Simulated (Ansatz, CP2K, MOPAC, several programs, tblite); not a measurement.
Energy against volume for LiTlS2 as one 4-atom ordering (P-4m2) on the zincblende lattice, at fixed shape and fractional coordinates, computed by several methods (PBE and r2SCAN, where shown, with plane waves in Ansatz); the cell shown is that of r2SCAN. With free coordinates or axes held, a curve is too stiff, and on another method's shape its minimum isn't the method's own volume. The symmetry is P-4m2 (No. 115, tetragonal); conventional cell a = 4.067 Å, c = 5.719 Å, 23.65 Å³ an atom. Around Li lie 4 S at 2.42 Å; around S lie 2 Li at 2.42 Å and 2 Tl at 2.55 Å; around Tl lie 4 S at 2.55 Å. The cell comes from a prototype generator: it can be a known phase or a hypothetical one. Spin polarisation is off. Energies count from each curve's lowest point; fits are third-order Birch-Murnaghan.

```cif
data_structure
_symmetry_space_group_name_H-M 'P-4m2'
_symmetry_Int_Tables_number 115
_cell_length_a 4.0668
_cell_length_b 4.0668
_cell_length_c 5.7188
_cell_angle_alpha 90.000
_cell_angle_beta 90.000
_cell_angle_gamma 90.000
_cell_volume 94.58
loop_
_atom_site_label
_atom_site_type_symbol
_atom_site_symmetry_multiplicity
_atom_site_Wyckoff_symbol
_atom_site_fract_x
_atom_site_fract_y
_atom_site_fract_z
_atom_site_occupancy
Li1 Li 1 a 0.00000 0.00000 0.00000 1
S1 S 2 g 0.00000 0.50000 0.23090 1
Tl1 Tl 1 c 0.50000 0.50000 0.50000 1
```

PM7 (MOPAC), on the shape of the cell shown, as a cluster of 32 atoms at the zone centre:
```csv
V (Å³/atom),E (meV/atom)
20.808,0.00
22.226,102.86
23.645,249.92
25.064,307.30
26.483,373.70
```
The lowest point is an end point, so the minimum isn't bracketed.

PBE/SZV (CP2K), on the shape of the cell shown:
```tsv
V (Å³/atom)	E (meV/atom)
20.808	125.39
22.226	42.58
23.645	5.01
25.064	0.00
26.483	18.53
```
V₀ = 24.60 Å³ an atom and B₀ = 51 GPa.

GFN2-xTB (tblite), on the shape of the cell shown, as a cluster of 32 atoms at the zone centre:
```
V (Å³/atom)  E (meV/atom)
     20.808         43.50
     22.226         10.34
     23.645          0.00
     25.064          6.85
     26.483         26.12
```
V₀ = 23.72 Å³ an atom and B₀ = 31 GPa.

PBE/DZVP (CP2K), on the shape of the cell shown:
```csv
V (Å³/atom),E (meV/atom)
20.808,106.36
22.226,35.91
23.645,4.13
25.064,0.00
26.483,15.62
```
V₀ = 24.60 Å³ an atom and B₀ = 43 GPa.

Task: r2SCAN, on the shape of its own relaxed cell, gives
```csv
V (Å³/atom),E (meV/atom)
22.226,14.92
22.936,3.53
23.645,0.00
24.355,3.10
25.064,11.78
```
What equilibrium volume and bulk modulus follow?

Result: V₀ = 23.65 Å³ an atom and B₀ = 50 GPa.
